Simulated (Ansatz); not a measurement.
# BrGaH4N2: how energies converge with the basis set

One table from this session's results is given with a row withheld; the runs are named, their logs left out.

Method: one geometry, several basis sets; program: Ansatz 0.2.0, Gaussian basis.

Levels to be run: PBE0-D4/def2-SVP; ωB97M-V/def2-SVP; PBE0-D4/def2-QZVPP; ωB97M-V/def2-QZVPP; the functionals' def2-TZVPP values are taken from earlier runs.

### Structure used throughout

All runs share one geometry, relaxed beforehand with PBE0-D4 in a triple-zeta def2 set.

SMILES `[NH2][Ga]([NH2])[Br]`, 8 atoms, charge 0, spin multiplicity 1.

Atoms are counted from 1 here; the program's logs count them from 0.

Bond lengths: N1–Ga2 1.809 Å, N1–H5 1.006 Å, N1–H6 1.006 Å, Ga2–N3 1.808 Å, Ga2–Br4 2.290 Å, N3–H7 1.006 Å, N3–H8 1.006 Å. Angles: Ga2–N1–H5 121.7°, Ga2–N1–H6 119.7°, H5–N1–H6 111.7°, N1–Ga2–N3 125.2°, N1–Ga2–Br4 117.4°, N3–Ga2–Br4 117.4°, Ga2–N3–H7 121.7°, Ga2–N3–H8 119.8°, H7–N3–H8 111.7°.

Set-up of the first run:

The input, in.yaml:

```yaml
crystal:
  periodic: [false, false, false]
  atoms:
    - {symbol: N, position_ang: [-1.060877, 0.687679, -1.060816]}
    - {symbol: Ga, position_ang: [-0.261342, -0.267308, 0.250462]}
    - {symbol: N, position_ang: [1.505564, -0.232907, 0.634548]}
    - {symbol: Br, position_ang: [-1.591050, -1.627313, 1.524894]}
    - {symbol: H, position_ang: [-0.612404, 1.482159, -1.485340]}
    - {symbol: H, position_ang: [-2.063134, 0.775120, -1.074546]}
    - {symbol: H, position_ang: [2.182317, 0.123574, -0.019261]}
    - {symbol: H, position_ang: [1.900926, -0.941004, 1.230059]}
basis:
  gaussian: {orbitals: def2-SVP}
hamiltonian: {xc: pbe0, dispersion: d4}
output: {orbitals: {seedname: orbitals}}
```

Started as:

```
$ ansatz run in.yaml --threads 4 --pin off --events-out ev --progress --plain --max-ram 10444MiB
```

Among the steps run: PBE0-D4 in def2-SVP; ωB97M-V in def2-SVP; PBE0-D4 in def2-QZVPP; ωB97M-V in def2-QZVPP.

One table of the session follows, with a row left open; its other results are not shown here.

| functional | basis | HOMO (eV) |
| --- | --- | --- |
| PBE0-D4 | def2-SVP | -7.07 |
| PBE0-D4 | def2-TZVPP | -7.35 |
| PBE0-D4 | def2-QZVPP | ? |
| ωB97M-V | def2-SVP | -9.44 |
| ωB97M-V | def2-TZVPP | -9.74 |
| ωB97M-V | def2-QZVPP | -9.80 |

Estimate the missing values for PBE0-D4, def2-QZVPP.

As computed: HOMO (eV): -7.42. In the column «HOMO (eV)» it lies between ωB97M-V, def2-SVP (-9.44) and PBE0-D4, def2-TZVPP (-7.35).
